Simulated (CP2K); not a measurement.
# A workflow on ZrF4 (SMILES [F][Zr]([F])([F])[F])

Aim: the excited states (B3LYP/TZVP-MOLOPT-PBE0-GTH), then the vertical excitations (B3LYP/TZVP-MOLOPT-PBE0-GTH), then the excited states (B3LYP/TZVP-MOLOPT-PBE0-GTH), then the vertical excitations (B3LYP/TZVP-MOLOPT-PBE0-GTH) of ZrF4. The setting varied is the admm basis. 

The results are computed with CP2K 2026.2.

## 1. The system as given

ZrF4: 5 atoms, total charge 0, spin state singlet. SMILES: `[F][Zr]([F])([F])[F]`. The shape comes from GFN2-xTB, which is rough for such elements, and wasn't checked as a minimum.

Bond lengths: F1–Zr2 1.844 Å, Zr2–F3 1.842 Å, Zr2–F4 1.844 Å, Zr2–F5 1.843 Å. Angles: F1–Zr2–F3 109.5°, F1–Zr2–F4 109.4°, F1–Zr2–F5 109.6°, F3–Zr2–F4 109.4°, F3–Zr2–F5 109.5°, F4–Zr2–F5 109.5°.

## 2. The excited states at B3LYP/TZVP-MOLOPT-PBE0-GTH (core potential, admm exchange PBEX, admm type ADMM2, dipole form LENGTH) (run 1)

Input file qs.inp:

```
&GLOBAL
    PROJECT qs
    RUN_TYPE ENERGY
    PRINT_LEVEL MEDIUM
&END GLOBAL
&FORCE_EVAL
    METHOD Quickstep
    &DFT
        BASIS_SET_FILE_NAME BASIS_MOLOPT_UZH
        BASIS_SET_FILE_NAME BASIS_ADMM_UZH
        POTENTIAL_FILE_NAME POTENTIAL_UZH
        CHARGE 0
        MULTIPLICITY 1
        # Quickstep
        &QS
            METHOD GPW
            EPS_DEFAULT 1.0E-10
        &END QS
        # real-space grids
        &MGRID
            CUTOFF 400
            REL_CUTOFF 50
            NGRIDS 4
        &END MGRID
        &POISSON
            PERIODIC NONE
            POISSON_SOLVER WAVELET
        &END POISSON
        &SCF
            SCF_GUESS ATOMIC
            EPS_SCF 1.0E-06
            MAX_SCF 40
            &OT ON
                MINIMIZER DIIS
                PRECONDITIONER FULL_SINGLE_INVERSE
            &END OT
            &OUTER_SCF
                EPS_SCF 1.0E-06
                MAX_SCF 5
            &END OUTER_SCF
        &END SCF
        # functional
        &XC
            &XC_FUNCTIONAL
                &HYB_GGA_XC_B3LYP
                &END HYB_GGA_XC_B3LYP
            &END XC_FUNCTIONAL
            &HF
                FRACTION 0.2
                &SCREENING
                    EPS_SCHWARZ 1.0E-09
                    SCREEN_ON_INITIAL_P F
                &END SCREENING
                &INTERACTION_POTENTIAL
                    POTENTIAL_TYPE COULOMB
                &END INTERACTION_POTENTIAL
                &MEMORY
                    MAX_MEMORY 1750
                &END MEMORY
            &END HF
        &END XC
        &AUXILIARY_DENSITY_MATRIX_METHOD
            ADMM_TYPE ADMM2
            EXCH_CORRECTION_FUNC PBEX
        &END AUXILIARY_DENSITY_MATRIX_METHOD
        # extra output
        &PRINT
            &MOMENTS
                PERIODIC F
                REFERENCE COM
                MAX_MOMENT 1
            &END MOMENTS
            &MO_CUBES
                NLUMO 3
                NHOMO -1
                WRITE_CUBE F
            &END MO_CUBES
            &HIRSHFELD OFF
            &END HIRSHFELD
        &END PRINT
    &END DFT
    # structure
    &SUBSYS
        # vacuum box
        &CELL
            ABC [angstrom] 9.9 9.9 9.9
            PERIODIC NONE
        &END CELL
        &COORD
            F     -0.891310    -0.107000     1.610700
            Zr     0.000620     0.000750     0.000450
            F      1.572990    -0.953520     0.103720
            F     -1.058050    -0.704370    -1.334550
            F      0.375750     1.764130    -0.380330
        &END COORD
        &TOPOLOGY
            &CENTER_COORDINATES
            &END CENTER_COORDINATES
        &END TOPOLOGY
        &KIND F
            BASIS_SET ORB TZVP-MOLOPT-PBE0-GTH-q7
            BASIS_SET AUX_FIT admm-dz-q7
            POTENTIAL GTH-PBE0-q7
        &END KIND
        &KIND Zr
            BASIS_SET ORB TZVP-MOLOPT-PBE0-GTH-q12
            BASIS_SET AUX_FIT admm-dz-q12
            POTENTIAL GTH-PBE0-q12
        &END KIND
    &END SUBSYS
    &PROPERTIES
        &TDDFPT
            NSTATES 4
            MAX_ITER 50
            CONVERGENCE [eV] 1.0E-04
            &DIPOLE_MOMENTS
                DIPOLE_FORM LENGTH
            &END DIPOLE_MOMENTS
        &END TDDFPT
    &END PROPERTIES
&END FORCE_EVAL
```

The run is started by

```
$ OMP_NUM_THREADS=2 cp2k.psmp qs.inp > qs.out
```

Standard output, shortened:

```text
CP2K| version string:                                       CP2K version 2026.2
[...]
 GLOBAL| Method name                                                        CP2K
[...]
 GLOBAL| Run type                                                         ENERGY
[...]
 DFT| Spin restricted Kohn-Sham (RKS) calculation                            RKS
 DFT| Multiplicity                                                             1
[...]
 DFT| Charge                                                                   0
[...]
 FUNCTIONAL| HYB_GGA_XC_B3LYP:
[...]
 QS| Method:                                                                 GPW
[...]
 QS| Density cutoff [a.u.]:                                                200.0
[...]
 QS| Relative density cutoff [a.u.]:                                        25.0
[...]
                             - Atoms:                                          5
[...]
                             - Spherical basis functions:                    103
[...]
 Number of electrons:                                                         40
[...]
     1 OT DIIS     0.80E-01    2.3     0.14276232      -139.9004231536 -1.40E+02
[...]
     5 OT DIIS     0.80E-01    1.5     0.00000048      -143.9123102378 -1.08E-09
  *** SCF run converged in     5 steps ***
[...]
  Overlap energy of the core charge distribution:               0.00000000148976
  Self energy of the core charge distribution:               -348.52380658923920
  Core Hamiltonian energy:                                     92.21833439491741
  Hartree energy:                                             137.06883016755111
  Exchange-correlation energy:                                -20.47677498771930
  Hartree-Fock Exchange energy:                                -4.19889322476098
  Total energy:                                              -143.91231023776123
[...]
                     Mulliken Population Analysis
 #  Atom  Element  Kind  Atomic population                           Net charge
       1     F        1          7.483138                             -0.483138
       2     Zr       2         10.072069                              1.927931
       3     F        1          7.480543                             -0.480543
       4     F        1          7.483117                             -0.483117
       5     F        1          7.481134                             -0.481134
 # Total charge                             40.000000                  0.000000
[...]
  Dipole moment [Debye]
    X=  0.1653897E-01 Y=  0.5504634E-02 Z= -0.5866366E-02  Total=      0.0183916
[...]
 HOMO - LUMO gap [eV] :   10.824253
[...]
 TDDFPT|                               1       103        20        83       103
[...]
 TDDFPT|      1       9.41497   2.3286E-03  9.7462E-04 -2.2451E-03   2.63249E-06
 TDDFPT|      2       9.42272  -3.4125E-03 -1.5959E-03 -1.8200E-03   4.04099E-06
 TDDFPT|      3       9.42634   3.0805E-03 -1.9690E-03  1.2839E-03   3.46756E-06
 TDDFPT|      4       9.51596   3.3978E-02 -2.3785E-02 -1.9437E-02   4.89129E-04
[...]
 ENERGY| Total FORCE_EVAL ( QS ) energy [hartree]           -143.912310237761233
[...]
```

Wall time 1.9 min (2 threads of Arm Neoverse V2, shared host); peak memory 1.5 GiB.

The roots found:

| excited state | energy (eV) | strength |
| --- | --- | --- |
| 1 | 9.415 | 0.0000 |
| 2 | 9.423 | 0.0000 |
| 3 | 9.426 | 0.0000 |
| 4 | 9.516 | 0.0005 |

## 3. The vertical excitations at B3LYP/TZVP-MOLOPT-PBE0-GTH (core potential, admm exchange PBEX, admm type ADMM2, dipole form LENGTH) (run 2)

Input file calc.inp:

```
&FORCE_EVAL
  METHOD QUICKSTEP
  &DFT
    BASIS_SET_FILE_NAME BASIS_MOLOPT_UZH
    BASIS_SET_FILE_NAME BASIS_ADMM_UZH
    POTENTIAL_FILE_NAME POTENTIAL_UZH
    &QS
      METHOD GPW
      EPS_DEFAULT 1.0E-10
    &END QS
    # plane-wave cutoff in Ry
    &MGRID
      CUTOFF 400
      REL_CUTOFF 50
      NGRIDS 4
    &END MGRID
    &POISSON
      PERIODIC NONE
      POISSON_SOLVER WAVELET
    &END POISSON
    &SCF
      SCF_GUESS ATOMIC
      EPS_SCF 1.0E-06
      MAX_SCF 40
      &OT
        MINIMIZER DIIS
        PRECONDITIONER FULL_SINGLE_INVERSE
      &END OT
      &OUTER_SCF
        EPS_SCF 1.0E-06
        MAX_SCF 5
      &END OUTER_SCF
    &END SCF
    # exchange and correlation
    &XC
      &XC_FUNCTIONAL
        &HYB_GGA_XC_B3LYP
        &END HYB_GGA_XC_B3LYP
      &END XC_FUNCTIONAL
      &HF
        FRACTION 0.2
        &SCREENING
          EPS_SCHWARZ 1.0E-09
        &END SCREENING
        &MEMORY
          MAX_MEMORY 1750
        &END MEMORY
      &END HF
    &END XC
    &AUXILIARY_DENSITY_MATRIX_METHOD
      ADMM_TYPE ADMM2
      EXCH_CORRECTION_FUNC PBEX
    &END AUXILIARY_DENSITY_MATRIX_METHOD
    &PRINT
      &MOMENTS
        PERIODIC F
        REFERENCE COM
        MAX_MOMENT 1
      &END MOMENTS
      &MO_CUBES
        NLUMO 3
        NHOMO -1
        WRITE_CUBE F
      &END MO_CUBES
      &HIRSHFELD OFF
      &END HIRSHFELD
    &END PRINT
  &END DFT
  &SUBSYS
    &CELL
      ABC 9.9 9.9 9.9
      PERIODIC NONE
    &END CELL
    &COORD
      F     -0.891310    -0.107000     1.610700
      Zr     0.000620     0.000750     0.000450
      F      1.572990    -0.953520     0.103720
      F     -1.058050    -0.704370    -1.334550
      F      0.375750     1.764130    -0.380330
    &END COORD
    &TOPOLOGY
      &CENTER_COORDINATES
      &END CENTER_COORDINATES
    &END TOPOLOGY
    &KIND F
      BASIS_SET ORB TZVP-MOLOPT-PBE0-GTH-q7
      BASIS_SET AUX_FIT admm-dzp-q7
      POTENTIAL GTH-PBE0-q7
    &END KIND
    &KIND Zr
      BASIS_SET ORB TZVP-MOLOPT-PBE0-GTH-q12
      BASIS_SET AUX_FIT admm-dzp-q12
      POTENTIAL GTH-PBE0-q12
    &END KIND
  &END SUBSYS
  &PROPERTIES
    &TDDFPT
      NSTATES 4
      MAX_ITER 50
      CONVERGENCE [eV] 1.0E-04
      &DIPOLE_MOMENTS
        DIPOLE_FORM LENGTH
      &END DIPOLE_MOMENTS
    &END TDDFPT
  &END PROPERTIES
&END FORCE_EVAL

&GLOBAL
  PROJECT calc
  RUN_TYPE ENERGY
  PRINT_LEVEL MEDIUM
&END GLOBAL
```

The run is started by

```
$ OMP_NUM_THREADS=2 cp2k.psmp -i calc.inp -o calc.out
```

Standard output, shortened:

```text
CP2K| version string:                                       CP2K version 2026.2
[...]
 GLOBAL| Method name                                                        CP2K
[...]
 GLOBAL| Run type                                                         ENERGY
[...]
 DFT| Spin restricted Kohn-Sham (RKS) calculation                            RKS
 DFT| Multiplicity                                                             1
[...]
 DFT| Charge                                                                   0
[...]
 FUNCTIONAL| HYB_GGA_XC_B3LYP:
[...]
 QS| Method:                                                                 GPW
[...]
 QS| Density cutoff [a.u.]:                                                200.0
[...]
 QS| Relative density cutoff [a.u.]:                                        25.0
[...]
                             - Atoms:                                          5
[...]
                             - Spherical basis functions:                    103
[...]
 Number of electrons:                                                         40
[...]
     1 OT DIIS     0.80E-01    2.4     0.14272123      -139.8999898282 -1.40E+02
[...]
     5 OT DIIS     0.80E-01    1.5     0.00000047      -143.9150614504 -1.07E-09
  *** SCF run converged in     5 steps ***
[...]
  Overlap energy of the core charge distribution:               0.00000000148976
  Self energy of the core charge distribution:               -348.52380658923920
  Core Hamiltonian energy:                                     92.21714337430934
  Hartree energy:                                             137.07006456727856
  Exchange-correlation energy:                                -20.47067621450262
  Hartree-Fock Exchange energy:                                -4.20778658972199
  Total energy:                                              -143.91506145038616
[...]
  Dipole moment [Debye]
    X=  0.1658544E-01 Y=  0.5532709E-02 Z= -0.5926950E-02  Total=      0.0184612
[...]
 HOMO - LUMO gap [eV] :   10.861243
[...]
 TDDFPT|                               1       103        20        83       103
[...]
 TDDFPT|      1       9.44411  -2.3818E-03 -9.4159E-04  2.2398E-03   2.67852E-06
 TDDFPT|      2       9.45181   3.1788E-03  1.5599E-03  1.7295E-03   3.59603E-06
 TDDFPT|      3       9.45556  -3.4118E-03  2.0780E-03 -1.4366E-03   4.17497E-06
[...]
 ENERGY| Total FORCE_EVAL ( QS ) energy [hartree]           -143.915061450386162
[...]
```

Run time: 2 min. Hardware: 2 threads of Arm Neoverse V2, shared host; peak memory 1.5 GiB.

The roots found:

| excited state | energy (eV) | strength |
| --- | --- | --- |
| 1 | 9.444 | 0.0000 |
| 2 | 9.452 | 0.0000 |
| 3 | 9.456 | 0.0000 |
| 4 | 9.543 | 0.0006 |

Run 3 isn't shown in full; the table further down has it.

## 4. The vertical excitations at B3LYP/TZVP-MOLOPT-PBE0-GTH (core potential, admm exchange PBEX, admm type ADMM2, dipole form LENGTH) (run 4)

Input file qs.inp:

```
&force_eval
    method QS
    &dft
        basis_set_file_name BASIS_MOLOPT_UZH
        basis_set_file_name BASIS_ADMM_UZH
        potential_file_name POTENTIAL_UZH
        &qs
            method GPW
            eps_default 1.0E-10
        &end qs
        &mgrid
            cutoff 400
            rel_cutoff 50
            ngrids 4
        &end mgrid
        &poisson
            periodic NONE
            poisson_solver WAVELET
        &end poisson
        &scf
            scf_guess ATOMIC
            eps_scf 1.0E-06
            max_scf 40
            &ot
                minimizer DIIS
                preconditioner FULL_SINGLE_INVERSE
            &end ot
            &outer_scf
                eps_scf 1.0E-06
                max_scf 5
            &end outer_scf
        &end scf
        &xc
            &xc_functional
                &hyb_gga_xc_b3lyp
                &end hyb_gga_xc_b3lyp
            &end xc_functional
            &hf
                fraction 0.2
                &screening
                    eps_schwarz 1.0E-09
                &end screening
                &memory
                    max_memory 1750
                &end memory
            &end hf
        &end xc
        &auxiliary_density_matrix_method
            admm_type ADMM2
            exch_correction_func PBEX
        &end auxiliary_density_matrix_method
        &print
            &moments
                periodic F
                reference COM
                max_moment 1
            &end moments
            &mo_cubes
                nlumo 3
                nhomo -1
                write_cube F
            &end mo_cubes
            &hirshfeld OFF
            &end hirshfeld
        &end print
    &end dft
    &subsys
        &cell
            abc 9.9 9.9 9.9
            periodic NONE
        &end cell
        &coord
            F     -0.891310    -0.107000     1.610700
            Zr     0.000620     0.000750     0.000450
            F      1.572990    -0.953520     0.103720
            F     -1.058050    -0.704370    -1.334550
            F      0.375750     1.764130    -0.380330
        &end coord
        &topology
            &center_coordinates
            &end center_coordinates
        &end topology
        &kind F
            basis_set ORB TZVP-MOLOPT-PBE0-GTH-q7
            basis_set AUX_FIT admm-tz2p-q7
            potential GTH-PBE0-q7
        &end kind
        &kind Zr
            basis_set ORB TZVP-MOLOPT-PBE0-GTH-q12
            basis_set AUX_FIT admm-tz2p-q12
            potential GTH-PBE0-q12
        &end kind
    &end subsys
    &properties
        &tddfpt
            nstates 4
            max_iter 50
            convergence [eV] 1.0E-04
            &dipole_moments
                dipole_form LENGTH
            &end dipole_moments
        &end tddfpt
    &end properties
&end force_eval

&global
    project qs
    run_type ENERGY
    print_level MEDIUM
&end global
```

The run is started by

```
$ OMP_NUM_THREADS=2 cp2k.psmp -i qs.inp -o qs.out
```

Standard output, shortened:

```text
CP2K| version string:                                       CP2K version 2026.2
[...]
 GLOBAL| Method name                                                        CP2K
[...]
 GLOBAL| Run type                                                         ENERGY
[...]
 DFT| Spin restricted Kohn-Sham (RKS) calculation                            RKS
 DFT| Multiplicity                                                             1
[...]
 DFT| Charge                                                                   0
[...]
 FUNCTIONAL| HYB_GGA_XC_B3LYP:
[...]
 QS| Method:                                                                 GPW
[...]
 QS| Density cutoff [a.u.]:                                                200.0
[...]
 QS| Relative density cutoff [a.u.]:                                        25.0
[...]
                             - Atoms:                                          5
[...]
                             - Spherical basis functions:                    103
[...]
 Number of electrons:                                                         40
[...]
     1 OT DIIS     0.80E-01    6.0     0.14260396      -139.9145637140 -1.40E+02
[...]
     5 OT DIIS     0.80E-01    1.9     0.00000053      -143.9346875910 -1.34E-09
  *** SCF run converged in     5 steps ***
[...]
  Overlap energy of the core charge distribution:               0.00000000148976
  Self energy of the core charge distribution:               -348.52380658923920
  Core Hamiltonian energy:                                     92.31369741892470
  Hartree energy:                                             136.99699204828946
  Exchange-correlation energy:                                -20.30050509444708
  Hartree-Fock Exchange energy:                                -4.42106537597613
  Total energy:                                              -143.93468759095848
[...]
  Dipole moment [Debye]
    X=  0.1656616E-01 Y=  0.4974277E-02 Z= -0.6431632E-02  Total=      0.0184539
[...]
 HOMO - LUMO gap [eV] :   10.971460
[...]
 TDDFPT|                               1       103        20        83       103
[...]
 TDDFPT|      1       9.47503  -2.8186E-03 -1.4992E-03  2.4282E-03   3.73472E-06
 TDDFPT|      2       9.48325   3.1475E-03  2.0190E-03  1.3966E-03   3.70197E-06
 TDDFPT|      3       9.48705  -3.2231E-03  2.3314E-03 -1.6765E-03   4.33117E-06
[...]
 ENERGY| Total FORCE_EVAL ( QS ) energy [hartree]           -143.934687590958475
[...]
```

Run time: 3.2 min. Hardware: 2 threads of Arm Neoverse V2, shared host; peak memory 1.8 GiB.

The roots found:

| excited state | energy (eV) | strength |
| --- | --- | --- |
| 1 | 9.475 | 0.0000 |
| 2 | 9.483 | 0.0000 |
| 3 | 9.487 | 0.0000 |
| 4 | 9.571 | 0.0006 |

## 5. Overview of the runs

| run | admm basis | energy (Eh) | dipole moment (D) | HOMO energy (eV) | LUMO energy (eV) | wall time |
| --- | --- | --- | --- | --- | --- | --- |
| 1 | admm-dz | -143.912310 | 0.02 | -11.75 | -0.92 | 1.9 min |
| 2 | admm-dzp | -143.915061 | 0.02 | -11.73 | -0.87 | 2 min |
| 3 | admm-tzp | -143.933530 | 0.02 | -11.80 | -0.84 | 2.3 min |
| 4 | admm-tz2p | -143.934688 | 0.02 | -11.80 | -0.83 | 3.2 min |

Convergence of the HOMO energy of singlet ZrF4 with the admm basis, against the last point:

| admm basis | from the last (eV) | wall time |
| --- | --- | --- |
| admm-dz | +0.0563 | 1.9 min |
| admm-dzp | +0.0702 | 2 min |
| admm-tzp | -0.0003 | 2.3 min |
| admm-tz2p | +0.0000 | 3.2 min |

Convergence of the LUMO energy of singlet ZrF4 with the admm basis, against the last point:

| admm basis | from the last (eV) | wall time |
| --- | --- | --- |
| admm-dz | -0.0909 | 1.9 min |
| admm-dzp | -0.0400 | 2 min |
| admm-tzp | -0.0104 | 2.3 min |
| admm-tz2p | +0.0000 | 3.2 min |

## 6. Summary of results

```
                                                   quantity          value
            run 4, B3LYP/TZVP-MOLOPT-PBE0-GTH: total energy  -143.93469 Eh
           run 4, B3LYP/TZVP-MOLOPT-PBE0-GTH: dipole moment         0.02 D
             run 4, B3LYP/TZVP-MOLOPT-PBE0-GTH: HOMO energy      -11.80 eV
             run 4, B3LYP/TZVP-MOLOPT-PBE0-GTH: LUMO energy       -0.83 eV
           run 4, B3LYP/TZVP-MOLOPT-PBE0-GTH: HOMO–LUMO gap       10.97 eV
run 4, B3LYP/TZVP-MOLOPT-PBE0-GTH: lowest excitation energy        9.48 eV
```

For the HOMO energy of singlet ZrF4 to stay within 0.05 eV of the last point, admm-tzp is the first point of the series from which all later ones do (2.3 min against 3.2 min). For the HOMO energy of singlet ZrF4 to stay within 0.01 eV of the last point, admm-tzp is the first point of the series from which all later ones do (2.3 min against 3.2 min). For the LUMO energy of singlet ZrF4 to stay within 0.05 eV of the last point, admm-dzp is the first point of the series from which all later ones do (2 min against 3.2 min). Over the runs the total energy spans 0.609 eV. All runs together took 9.4 min, the longest 3.2 min.
